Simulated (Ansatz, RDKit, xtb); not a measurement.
**Isomers of C3H8F3NSi, a sample narrowed down**

Which of a sample of isomers of C3H8F3NSi is the most stable in the gas at 298.15 K, and what are its properties? The sample is small against all isomers, and the most stable one of this formula need not be in it.

Plan: many cheap relaxations first (GFN2-xTB), then density-functional screening, relaxation at r2SCAN-D4/def2-SVP, vibrations (at GFN2-xTB) and a final energy. The numbers are computed, not measured.

## 1. Possible bonding patterns

Isomers were taken from a list of plausible structures; this is a sample, not all of them. That gives 5 candidates.

| label | SMILES | spin |
| --- | --- | --- |
| c225 | CN[C@H]([SiH3])C(F)(F)F | singlet |
| c399 | C[C@H](N[SiH3])C(F)(F)F | singlet |
| c540 | N[SiH2]CCC(F)(F)F | singlet |
| c712 | FC(F)(F)CCN[SiH3] | singlet |
| c944 | CN([SiH3])CC(F)(F)F | singlet |

Candidates are built by distance geometry, with a force field where one applies, in up to four conformers (letters a to d).

Q: Predict the outcome of this search (final energies at CCSD(T)/def2-SVP + MP2/def2-TZVPP - MP2/def2-SVP).

| quantity | value |
| --- | --- |
| lowest structure found | N[SiH2]CCC(F)(F)F, singlet |
| next finalist | C[C@H](N[SiH3])C(F)(F)F, singlet, 12.2 kcal/mol higher in G |
| share at equilibrium, among the finalists | 100.0 % |

The search ends on `N[SiH2]CCC(F)(F)F`. Among the finalists first place is clear (12.2 kcal/mol); structures outside the list aren't covered. HF/STO-3G, r2SCAN-D4/def2-SVP, r2SCAN-D4/def2-SVP, relaxed, HF/def2-SVP and MP2/def2-SVP already put its bonding pattern lowest among the structures in one piece; GFN2-xTB favours the singlet C[C@H](N[SiH3])C(F)(F)F. 6 minima inside the window were never screened. Lowest found is not proven lowest: the search is finite, and each finalist counts with one conformer. Only 5 drawn patterns were tried, so whole families of isomers are missing, and the result ranks this sample alone.
